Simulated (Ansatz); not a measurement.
# InWSe3: one candidate of a structure search, part 2 of 2

Where does this trial cell of InWSe3 go when cell and atoms are let free?

Ansatz 0.2.0; DFT PBE, scalar-relativistic, plane waves, PAW. Earlier steps stand in the parts before.

**4. Full relaxation**

The end of the coarse run is made exact in the group found at a tolerance of 0.06 Å and reduced to its primitive cell.

Contents of input.yaml:

```yaml
crystal:
  lattice:
    - [2.8275948537, 1.6325126499, 5.7471990827]
    - [-2.8275948537, 1.6325126499, 5.7471990827]
    - [0.0, -3.2650252999, 5.7471990827]
  atoms:
    - { symbol: In, position: [0.0, 0.0, 0.0] }
    - { symbol: W, position: [0.5, 0.5, 0.5], spin: 2.79 }
    - { symbol: Se, position: [0.0, 0.0, 0.5] }
    - { symbol: Se, position: [0.5, 0.0, 0.0] }
    - { symbol: Se, position: [0.0, 0.5, 0.0] }
basis:
  ecutwfc: 420
kpoints:
  mp_grid: { grid: [12, 12, 12] }
hamiltonian:
  xc: pbe
scf:
  occupations: { method: gaussian, width: 0.1 }
output:
  forces: true
  stress: true
  eigenvalues: true
  populations: true
  write_density: true
  write_potential: true
  elf: true
  volumetric_format: npy
magnetization:
  spin_polarized: true
relax:
  adjacent_minimum: "off"
  f_tol: 0.01
  max_steps: 80
  cell: { stress_tol: 0.05 }
```

On the command line:

```sh
$ ansatz run input.yaml --threads 1 --pin off --max-ram 2560MiB --backend cpu --events-out ev --progress --plain --runs-dir out
```

Log:

```text
Warning: RAYON_NUM_THREADS=1 ignored (pool sized by the plan → 1); use --threads N
Engine: ansatz 0.2.0, aarch64-unknown-linux-gnu
Pseudopotentials: kind: paw
Pseudopotential: In, paw, valence charge 13, recommended cutoff 420 eV (normal), In.paw.azcp
Pseudopotential: W, paw, valence charge 14, recommended cutoff 420 eV (normal), W.paw.azcp
Pseudopotential: Se, paw, valence charge 16, recommended cutoff 420 eV (normal), Se.paw.azcp
Functional definition: PBE
  parameter kappa = 0.804
  parameter beta = 0.06672455060314922
  exchange = pbe_x(kappa = kappa, mu = beta*pi^2/3)
  correlation = pbe_c(beta = beta)
Crystal: 5 atoms, lattice volume = 159.177 Å³
Basis set: ecut = 420 eV, 3097 PW (Γ), exchange–correlation on 90×90×90 points (8 copies of the dense FFT grid, shifted against one another)
Bands: 47, of which v1, the nominal top of the filled ones, is band 38 counted from 1 (37 counted from 0)
Symmetry: 12 space group operations
Space group: R-3m (ITA 166), of the structure as read, at distance tolerance 5.4e-5 Å
Magnetic group: BNS 166.97 (UNI 1327), of the structure as read, at distance tolerance 5.4e-5 Å
k-points: 189 of 1728
Non-local potential: In, projectors of the file, l = 0: 2, l = 1: 2, l = 2: 2, l = 3: 2
Non-local potential: W, projectors of the file, l = 0: 3, l = 1: 2, l = 2: 2, l = 3: 1
Non-local potential: Se, projectors of the file, l = 0: 2, l = 1: 2, l = 2: 3, l = 3: 1
PAW form: soft (Blöchl's): semilocal exchange-correlation on the pseudo side does not see the compensation charge
PAW one-centre angular grid: In, 590 points (default); XC on 64 Gauss nodes
PAW one-centre angular grid: W, 590 points (default); XC on 64 Gauss nodes
PAW one-centre angular grid: Se, 590 points (default); XC on 64 Gauss nodes
Initial density: superposition of atomic densities (chi_scale 0.1, normalization cell, long waves kept (reshape's long-wave potential 0.02 eV rms))
Starting moments: Σ|m| = 2.79 μB on 1 of 5 sites
Initial wavefunctions: pseudopotential atomic-orbital guess
Functional: x = pbe(κ = 0.804, μ = 0.2195149727645171), c = pbe(β = 0.06672455060314922)
iter 1 solved again at ethr=3.02e-3 eV; its pass at ethr=3.10e-3 eV (dr2=2.26e0 eV) is discarded
SCF iter   1: F=—  HF=-32386.123121 eV  |F-HF|=—  |Δ(HF+E_count)|=         —  Δρ=1.52e-2 (↑1.52e-2 ↓1.36e-2)  dr2=2.26e0  dr2_m=5.81e-2  M=2.962 μB ∫|m|=3.097 μB  β_m=0.30  ethr=3.02e-3  ⟨swp⟩=1.0  Hψ=84432  notcnv=0
Mixer restart at iter 1: flushing history
preconditioner: auto → none  [metal: Δε(μ)=0.001 eV  Ē_g=10.797 eV  σ=0.100 eV  W_gap=0.01  n_scr=34 (ndim 8)  ℏωp=17.9 eV  f_vac=0.187  D(μ)=5.43/eV (n_scr^D=46)  sad-step TF]
SCF iter   2: F=—  HF=-32385.813432 eV  |F-HF|=—  |Δ(HF+E_count)|=   3.10e-1  Δρ=1.12e-2 (↑1.12e-2 ↓1.06e-2)  dr2=1.30e0  dr2_m=4.04e-2  M=3.070 μB ∫|m|=3.205 μB  β_m=0.65  ethr=3.01e-3  ⟨swp⟩=2.0  Hψ=20783  notcnv=0  defer=1
SCF iter   3: F=—  HF=-32385.404814 eV  |F-HF|=—  |Δ(HF+E_count)|=   4.09e-1  Δρ=5.69e-3 (↑5.69e-3 ↓2.35e-3)  dr2=1.28e-1  dr2_m=1.48e-2  M=3.439 μB ∫|m|=3.596 μB  β_m=0.62  ethr=1.73e-3  ⟨swp⟩=3.0  Hψ=33476  notcnv=0  defer=526
SCF iter   4: F=—  HF=-32385.593080 eV  |F-HF|=—  |Δ(HF+E_count)|=         —  Δρ=4.02e-3 (↑4.02e-3 ↓3.16e-3)  dr2=1.77e-2  dr2_m=1.60e-2  M=3.619 μB ∫|m|=3.812 μB  β_m=0.62  ethr=1.71e-4  ⟨swp⟩=2.4  Hψ=31475  notcnv=0  defer=942
Mixer restart at iter 4: flushing history
SCF iter   5: F=—  HF=-32385.647018 eV  |F-HF|=—  |Δ(HF+E_count)|=   5.39e-2  Δρ=2.96e-3 (↑2.96e-3 ↓1.38e-3)  dr2=2.12e-2  dr2_m=5.61e-3  M=3.704 μB ∫|m|=3.896 μB  β_m=0.68  ethr=2.36e-5  ⟨swp⟩=2.5  Hψ=32541  notcnv=0  defer=930
SCF iter   6: F=—  HF=-32385.697050 eV  |F-HF|=—  |Δ(HF+E_count)|=   5.00e-2  Δρ=1.12e-3 (↑1.12e-3 ↓8.43e-4)  dr2=2.78e-3  dr2_m=9.92e-4  M=3.718 μB ∫|m|=3.919 μB  β_m=0.68  ethr=2.36e-5  ⟨swp⟩=2.3  Hψ=33063  notcnv=0  defer=972
SCF iter   7: F=—  HF=-32385.712512 eV  |F-HF|=—  |Δ(HF+E_count)|=   1.55e-2  Δρ=3.56e-4 (↑3.56e-4 ↓2.08e-4)  dr2=6.70e-4  dr2_m=4.81e-5  M=3.764 μB ∫|m|=3.966 μB  β_m=0.84  ethr=3.71e-6  ⟨swp⟩=2.2  Hψ=32705  notcnv=0  defer=955
SCF iter   8: F=—  HF=-32385.714775 eV  |F-HF|=—  |Δ(HF+E_count)|=   2.26e-3  Δρ=8.70e-5 (↑8.70e-5 ↓7.73e-5)  dr2=5.52e-5  dr2_m=2.94e-6  M=3.773 μB ∫|m|=3.976 μB  β_m=0.76  ethr=8.94e-7  ⟨swp⟩=2.5  Hψ=27697  notcnv=0  defer=944
SCF iter   9: F=—  HF=-32385.714770 eV  |F-HF|=—  |Δ(HF+E_count)|=   4.58e-6  Δρ=4.04e-5 (↑4.04e-5 ↓1.64e-5)  dr2=7.15e-6  dr2_m=7.58e-7  M=3.773 μB ∫|m|=3.977 μB  β_m=0.72  ethr=7.35e-8  ⟨swp⟩=2.0  Hψ=31446  notcnv=0  defer=936
SCF iter  10: F=—  HF=-32385.714795 eV  |F-HF|=—  |Δ(HF+E_count)|=   2.54e-5  Δρ=7.16e-6 (↑7.16e-6 ↓6.20e-6)  dr2=1.39e-7  dr2_m=3.81e-8  M=3.774 μB ∫|m|=3.978 μB  β_m=0.71  ethr=9.53e-9  ⟨swp⟩=2.5  Hψ=29769  notcnv=0  defer=937
SCF iter  11: F=—  HF=-32385.714796 eV  |F-HF|=—  |Δ(HF+E_count)|=   2.87e-7  Δρ=2.36e-6 (↑2.36e-6 ↓2.15e-6)  dr2=1.58e-8  dr2_m=5.47e-9  M=3.775 μB ∫|m|=3.978 μB  β_m=0.73  ethr=1.85e-10  ⟨swp⟩=2.1  Hψ=25999  notcnv=0  defer=937
SCF iter  12: F=-32385.714796 eV  HF=-32385.714796 eV  |F-HF|=2.13e-9  |Δ(HF+E_count)|=   3.11e-8  Δρ=5.18e-7 (↑5.18e-7 ↓4.64e-7)  dr2=2.68e-9  dr2_m=9.27e-11  M=3.775 μB ∫|m|=3.978 μB  ethr=2.10e-11  ⟨swp⟩=12.1  Hψ=116244  notcnv=0
SCF 1 converged in 12 iterations: F = -32385.714796 eV  dr2 = 2.68e-9
relax step   1: F+E_penalty+E_count = -32385.71479567 eV  Δ(F+E_penalty+E_count) = +0.000e0 eV  max|allowed force component| = 1.569e-28 eV/Å  Δτ_max = 0.0000 Å  P = -0.258 GPa  Ω = 159.177 Å³  (12 SCF iters, dr2 threshold 1.00e-7 eV, accepted)
[... 13 lines left out ...]
relax step   2: F+E_penalty+E_count = -32385.71622552 eV  Δ(F+E_penalty+E_count) = -1.430e-3 eV  max|allowed force component| = 5.133e-29 eV/Å  Δτ_max = 0.0000 Å  P = +0.023 GPa  Ω = 157.874 Å³  energy of the carried Pulay correction = +1.347e-4 eV  (6 SCF iters, dr2 threshold 3.15e-7 eV, accepted)
[... 13 lines left out ...]
relax step   3: F+E_penalty+E_count = -32385.71677854 eV  Δ(F+E_penalty+E_count) = -5.530e-4 eV  max|allowed force component| = 2.760e-28 eV/Å  Δτ_max = 0.0000 Å  P = +0.012 GPa  Ω = 157.445 Å³  energy of the carried Pulay correction = +1.768e-4 eV  (7 SCF iters, dr2 threshold 7.89e-8 eV, accepted)
[... 10 lines left out ...]
relax step   4: F+E_penalty+E_count = -32385.71659822 eV  Δ(F+E_penalty+E_count) = +1.803e-4 eV  max|allowed force component| = 2.743e-28 eV/Å  Δτ_max = 0.0000 Å  P = +0.012 GPa  Ω = 157.445 Å³  stress off target by 2.90e-2 GPa  SCF on the basis re-selected at this cell (its energy is not comparable with the rows above)  (6 SCF iters)
basis re-selected at this cell: Δ(F+E_penalty+E_count) = +1.803e-4 eV, ΔP = +0.000 GPa vs the last step (what re-selecting the basis moved, of the pressure what is left beyond the Pulay correction that the steps carried, after the strain that the cell walked since its last selection, with what the two solves' SCF thresholds leave and, on support functions, any second-order correction that the steps lacked; it is no measure of the basis error at this ecutwfc). This SCF's stress stands 2.90e-2 GPa from its target on what of the cell is left free (relax.cell.stress_tol is 5.00e-2 GPa) and its largest allowed force component is 2.74e-28 eV/Å (relax.f_tol is 1.00e-2 eV/Å): within both
SCF converged after 6 iterations
Magnetization: 3.7667 μB (39.3833 up, 35.6167 down)
Absolute magnetization: 3.9728 μB (∫|ρ↑−ρ↓|, with the PAW one-centre terms)
Spin contamination: 0.0575 ħ² per cell (⟨S²⟩ above its minimum at these occupations)
Per-site moments (μB) at R_I (Å): [(0.034187058838074755, 1.3542786892825773), (2.526933261487357, 1.1648833245484755), (0.01609557168490709, 1.1648833245484758), (0.016095571684907387, 1.1648833245484755), (0.016095571684907134, 1.1648833245484755)]
Free energy (F): -32385.716598 eV
Harris-Foulkes:  -32385.716598 eV  (|F-HF|=1.82e-11)
Internal energy: -32385.706483 eV  (E = F + TS)
E sigma→0 (E₀):  -32385.711541 eV
Entropy (-TS):   -0.010115 eV (-2.023 meV/atom)
Fermi energy:    7.234101 eV
--- Per-component energies (eV) ---
  E_band       = -1578.740644
  E_kinetic    = 1039.926592
  E_local      = -12236.330991  (includes V_loc(G=0)·N_el)
  E_nonlocal   = -1412.929446
  E_hartree    = 5713.297020
  E_xc         = -791.970437
  E_vxc        = -628.144831  (∫ρ·V_xc dr)
  E_paw        = -18448.758672  (= ΣΔE_a)
  E_vpaw       = 232.145799  (= ΣTr[D̂ρ^β])
  E_aug_tail   = -0.001803  (compensation charges beyond the density's cutoff)
  E_ewald      = -6248.938748
  E_smearing   = -0.010115  (= −TS)
  E_closure    = 0.000000  (closes the sum)
  Σ components = -32385.716598   (vs F -32385.716598, Δ=0.00e0)
--- Forces (eV/Å), atoms counted from 1 ---
  atom   1  In    -0.00000000     0.00000000    -0.00000000
  atom   2  W     -0.00000000     0.00000000     0.00000000
  atom   3  Se    -0.00000000     0.00000000    -0.00000000
  atom   4  Se    -0.00000000    -0.00000000     0.00000000
  atom   5  Se     0.00000000     0.00000000     0.00000000
  max |Σ_I F_I| component: 3.11e-28 eV/Å
--- Stress (GPa, compression-positive) ---
        0.029004       0.000000       0.000000
        0.000000       0.029004       0.000000
        0.000000       0.000000      -0.021853
  P = ⅓ Tr σ = 0.0121 GPa (0.121 kbar)
--- Band table (eV; the first three rows and the last of 378) ---
  k-point 0 ↑: bands = ["-67.4722", "-41.2612", "-41.2512", "-41.2512", "-41.2387", "-41.2387", "-41.2224", "-41.1371", "-41.1294", "-41.1294", "-41.0588", "-41.0588", "-41.0557", "-41.0456", "-41.0378", "-41.0378", "-31.9469", "-31.9469", "-31.9069", "-8.2802", "-7.2300", "-7.2300", "-7.2174", "-7.2174", "-7.1464", "-5.0528", "-5.0528", "0.1426", "1.8798", "1.8798", "2.4921", "2.8954", "5.3506", "5.3506", "5.7444", "5.7444", "5.8348", "6.5355", "6.5366", "6.5366", "8.0632", "9.8073", "9.8073", "10.9524", "10.9524", "11.1717", "11.3374"]
[... 3 lines left out ...]
--- Relaxed structure (3 steps of the walk, 3 accepted, 1 SCFs on fresh bases) ---
  F+E_penalty+E_count = -32385.71659822 eV   max|allowed force component| = 2.743e-28 eV/Å   (the final SCF, on the basis selected at the relaxed cell)
  cell:  # Å, volume = 157.4450 Å³
    - [2.823959574662972, 1.6304138205957603, 5.6992965941654]
    - [-2.823959574662972, 1.6304138205957603, 5.6992965941654]
    - [1.3847693984393046e-34, -3.260827641241103, 5.699296594151215]
  atoms:
    - { symbol: In, position: [6.941438754721346e-36, -3.8429530566862496e-36, -5.332536194266524e-36] }
    - { symbol: W, position: [0.5000000000000001, 0.5000000000000001, 0.5] }
    - { symbol: Se, position: [0.0, 0.0, 0.5] }
    - { symbol: Se, position: [0.5, 2.7755575615628914e-17, 0.0] }
    - { symbol: Se, position: [2.7755575615628914e-17, 0.5, 0.0] }
--- Löwdin populations: 5 sites ---
  site symbol       q [e]    m [muB]
     0     In     12.9252     0.0886
     1      W     13.5001     3.5974
     2     Se     16.1158     0.0073
     3     Se     16.1158     0.0073
     4     Se     16.1158     0.0073
  spilling = 0.003030 (of n_electrons = 75.000000)
```

Wall time 12 min (1 thread of Arm Neoverse V2, shared host); peak memory 1.8 GiB.

Step by step:

| step | E - E(step 1) (eV/cell) | largest force component (eV/Å) | pressure (GPa) | volume (Å³) |
| --- | --- | --- | --- | --- |
| 1 | 0.0000 | 0.0000 | -0.26 | 159.18 |
| 2 | -0.0014 | 0.0000 | 0.02 | 157.87 |
| 3 | -0.0020 | 0.0000 | 0.01 | 157.45 |
| 4 | -0.0018 | 0.0000 | 0.01 | 157.45 |

Step 1 is the start. Step 4 repeats the geometry before it on a plane-wave basis chosen anew for that cell, so its energy need not be comparable with the rows above.

Lengths and angles in the start's conventional setting:

|  | before | after | change |
| --- | --- | --- | --- |
| a (Å) | 5.655 | 5.648 | -0.1 % |
| b (Å) | 5.655 | 5.648 | -0.1 % |
| c (Å) | 17.242 | 17.098 | -0.8 % |
| volume (Å³/atom) | 31.84 | 31.49 | -1.1 % |
| shortest distance (Å) | 2.828 | 2.824 | -0.1 % |
| space group (0.01 Å) | R-3m | R-3m | same |

Forces and stress were held to the start's 12 operations: a distortion of lower symmetry was not tested.

By site:

```tsv
atom	moment in the atom's sphere (μB)	Löwdin electrons
In1	0.03	12.93
W2	2.53	13.50
Se3	0.02	16.12
Se4	0.02	16.12
Se5	0.02	16.12
```

The Löwdin counts miss 0.23 of the 75 electrons, which the atomic orbitals do not span, so they are no charges.

Axes a, b and c in the maps are those of this run's conventional cell (a, b, c = 5.648, 5.648, 17.098 Å).

Density in a lattice plane of the grid's cell (edges 5.65 and 17.10 Å, at 0.000 of the third edge), which holds In and W and Se.

Values in e/Å³, 12 rows by 6 columns:
```
 0.13  0.11  0.07  0.04  0.07  0.11
 0.20  0.59  0.66  0.21  0.66  0.59
 0.03  0.06  0.07  0.05  0.07  0.06
 0.00  0.01  0.03  0.05  0.03  0.01
 0.13  0.07  0.07  0.17  0.07  0.07
 3.71  0.95  0.72 41.38  0.72  0.95
 0.13  0.07  0.07  0.17  0.07  0.07
 0.00  0.01  0.03  0.05  0.03  0.01
 0.03  0.06  0.07  0.05  0.07  0.06
 0.20  0.59  0.66  0.21  0.66  0.59
 0.13  0.11  0.07  0.04  0.07  0.11
12.90  0.72  0.03  0.01  0.03  0.72
```
Columns run along the first of these edges and rows up along the second, over one cell in 6 and 12 even steps from the bottom left corner. Atoms in the plane (fractional): In at (0.00, 0.00), W at (1.00, 0.50), Se at (0.50, 0.50).

ELF in the same plane.

Ten even steps from ' ' (0.00) to '@' (0.87):
```
----..      ..--
..::**==..==**::
::**%%##::##%%**
::++%%##::##%%++
  ..==::  ::==..
      ..::..    
      ::--::    
==--..::--::..--
**==--%%@@%%--==
  ##==%%..%%==##
**==--%%@@%%--==
==--..::--::..--
      ::--::    
      ..::..    
  ..==::  ::==..
::++%%##::##%%++
::**%%##::##%%**
..::**==..==**::
----..      ..--
  ::==      ==::
```
Columns run along the first of these edges and rows up along the second, over one cell in 8 and 20 even steps from the bottom left corner. Atoms in the plane (fractional): In at (0.00, 0.00), W at (1.00, 0.50), Se at (0.50, 0.50).

Both are smooth fields of the valence electrons: close to the nuclei they are not physical.

Spin density (up less down) in a lattice plane of the grid's cell (edges 5.65 and 17.10 Å, at 0.000 of the third edge), which holds In and W and Se.

Values in e/Å³, 12 rows by 6 columns:
```
 0.00  0.00  0.00  0.01  0.00  0.00
 0.01  0.00 -0.02  0.02 -0.02  0.00
 0.00  0.00  0.00  0.01  0.00  0.00
 0.00  0.00  0.00  0.00  0.00  0.00
 0.12  0.05  0.00  0.01  0.00  0.05
 0.36  0.20 -0.02  0.00 -0.02  0.20
 0.12  0.05  0.00  0.01  0.00  0.05
 0.00  0.00  0.00  0.00  0.00  0.00
 0.00  0.00  0.00  0.01  0.00  0.00
 0.01  0.00 -0.02  0.02 -0.02  0.00
 0.00  0.00  0.00  0.01  0.00  0.00
 0.00  0.00  0.00  0.00  0.00  0.00
```
Columns run along the first of these edges and rows up along the second, over one cell in 6 and 12 even steps from the bottom left corner. Atoms in the plane (fractional): In at (0.00, 0.00), W at (1.00, 0.50), Se at (0.50, 0.50).

Outside the cores ELF peaks at 0.87 in the shell around Se, 0.9 Å from Se; 0.87 beside Se, off the lines to its neighbours, 0.9 Å from Se.

**5. Outcome**

This closing draws on all 2 parts. Changes of volume or cell count from the first structure of part 1.

```
                              quantity                                                                        value
symmetry at the end (tolerance 0.05 Å)                                                   space group R-3m (No. 166)
                     conventional cell  a = 5.648 Å, b = 5.648 Å, c = 17.098 Å, α = 90.00°, β = 90.00°, γ = 120.00°
                                volume                                                                31.49 Å³/atom
              energy over the elements                                                                +0.84 eV/atom
                       gap on the mesh                                                                 none (metal)
                          total moment                                                                 3.77 μB/cell
```

The space group R-3m (No. 166) is kept, and the volume per atom grows by 1.7 % from the first guess. The formation energy is positive, so the separate elements lie lower. No finished test with a distortion of lower symmetry is shown, so the end may be a saddle point. Spin-orbit coupling is left out for W. An odd count of electrons in a cell without spin polarisation forces a partly filled band, so those cells are metals by count; spin or a larger cell could change that. Other magnetic orders were not searched.
